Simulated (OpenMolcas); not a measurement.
**Ag³⁺ among point charges: CASSCF and CASPT2 levels and susceptibility**

Aim: the splitting of the states of Ag³⁺ in the field of 6 point charges, its lowest levels with spin-orbit coupling and its magnetic susceptibility.

Method: state-averaged CASSCF and CASPT2, spin-orbit coupling by RASSI with atomic mean-field integrals. Code: OpenMolcas 26.06.

### 1 Starting point

```
Species                           : Ag³⁺ (silver, Z = 47, 44 electrons)
Basis                             : ANO-RCC-VDZP [6s5p3d1f], 43 functions
Scalar Hamiltonian                : DKH2, point nucleus
Inactive shells                   : 1s 2s 2p 3s 3p 3d 4s 4p
Active space                      : 8 electrons in 5 orbitals (4d)
Some configurations of this space : 4d8
Orbitals                          : optimised for each spin and parity, averaged over all roots
```

Outer shells as boxes (Hund's rule):

4d8
```
4d [↑↓][↑↓][↑↓][↑ ][↑ ]
```

The ion sits among 6 point charges of -1.7 e arranged as a tetragonal octahedron (D4h), 2.17 Å from the ion, with the axial distance 1.866 Å.

The work runs as a chain of OpenMolcas steps in one folder; each step below is one input file. Labels, J, g values, rates, χT and fits are worked out afterwards by a script from the matrices that RASSI stores. The input lists half of the charges; inversion (Group=XYZ) makes the rest.

### 2 One- and two-electron integrals

a.inp reads:

```
&GATEWAY
Coord
1

Ag 0.0 0.0 0.0
Basis=ANO-RCC-VDZP
Group=XYZ
NoMove
AngMom=0.0 0.0 0.0
AMFI
XField
3 Angstrom 0
2.170000 0.000000 0.000000 -1.700000
0.000000 2.170000 0.000000 -1.700000
0.000000 0.000000 1.866200 -1.700000
&SEWARD
```

Launch:

```bash
$ OMP_NUM_THREADS=1 MOLCAS_MEM=1689 MOLCAS_PROJECT=a pymolcas a.inp > a.log
```

### 3 Reference wave functions, triplets of even parity, 10 roots

a.inp reads:

```
&RASSCF
FileOrb=start.orb
Symmetry=1
Spin=3
nActEl=8 0 0
Inactive=9 9
Ras2=5 0
CIRoot=10 10 1
SDav=10
CIMx=300
Iter=120 100
PrWF=0.3
OrbListing=Nothing
MaxOrb=0
>>> COPY $Project.JobIph JOB001
```

start.orb holds the contracted functions of the basis, ordered by shell, or the orbitals of the step before.

### 4 Reference wave functions, singlets of even parity, 15 roots

a.inp reads:

```
&RASSCF
FileOrb=start.orb
Symmetry=1
Spin=1
nActEl=8 0 0
Inactive=9 9
Ras2=5 0
CIRoot=15 15 1
SDav=15
CIMx=300
Iter=120 100
PrWF=0.3
OrbListing=Nothing
MaxOrb=0
>>> COPY $Project.JobIph JOB002
```

### 5 RASSI: spin-orbit coupling between the states

a.inp reads:

```
&RASSI
NrOfJobIphs=2 10 15
1 2 3 4 5 6 7 8 9 10
1 2 3 4 5 6 7 8 9 10 11 12 13 14 15
IphNames
JOB001
JOB002
EJob
SpinOrbit
DIPRint=1.0
SOCoupling=1000.0
Subsets=2
Property=9
'ANGMOM' 1 'ANGMOM' 2 'ANGMOM' 3 'MLTPL  1' 1 'MLTPL  1' 2 'MLTPL  1' 3
'AMFI' 1 'AMFI' 2 'AMFI' 3
SOProperty=3
'ANGMOM' 1 'ANGMOM' 2 'ANGMOM' 3
```

### 6 CASPT2: IPEA 0.25, imaginary shift 0.1 (closed shells correlated: 4s 4p)

a.inp reads:

```
>>> COPY JOB001 $Project.JobIph
&CASPT2
Multistate=10 1 2 3 4 5 6 7 8 9 10
NoMult
Frozen=8 6
IPEA=0.25
Imaginary=0.1
MaxIter=60
WThr=0.0 0.3 0.05
PrWF=0.5
NoMix
>>> COPY JOB002 $Project.JobIph
&CASPT2
Multistate=15 1 2 3 4 5 6 7 8 9 10 11 12 13 14 15
NoMult
Frozen=8 6
IPEA=0.25
Imaginary=0.1
MaxIter=60
WThr=0.0 0.3 0.05
PrWF=0.5
NoMix
```

(Steps that only read results are left out.)

**Question.** What will these runs give? Wanted: spin-free ground state; first state of the same spin within the active space; lowest level; next level.

**Answer**, as computed:

| quantity | value |
| --- | --- |
| method | SS-CASPT2, IPEA 0.25, imaginary shift 0.1 (closed shells correlated: 4s 4p) |
| spin-free ground state | 3B1, 1-fold in its orbital part |
| first state of the same spin within the active space | 3E at 4480 cm⁻¹ |
| lowest level | 1-fold B2 |
| next level | 97.2 cm⁻¹ |
| χT at 300 K | 2.28 cm³ K/mol |
| effective moment at 300 K | 4.27 μB |

Cost by method:

```
                                              method  time of its own steps  time with the reference
                                           A. CASSCF                  4.5 s                    4.5 s
B. SS-CASPT2, IPEA 0.25, imaginary shift 0.1, +4s 4p                  1.4 s                    5.9 s
```

Times are of one thread on a shared host.

In words: The spin-free ground state (3B1) comes to 100 % from free-ion F terms and keeps the highest spin of the shell. χT at 300 K is 2.28, against 1.00 cm³ K/mol for the spin alone, so orbital moment adds to it. The field of point charges can differ much from that of real complexes. Point charges carry no covalency, so the field is a model and not that of real ligands.
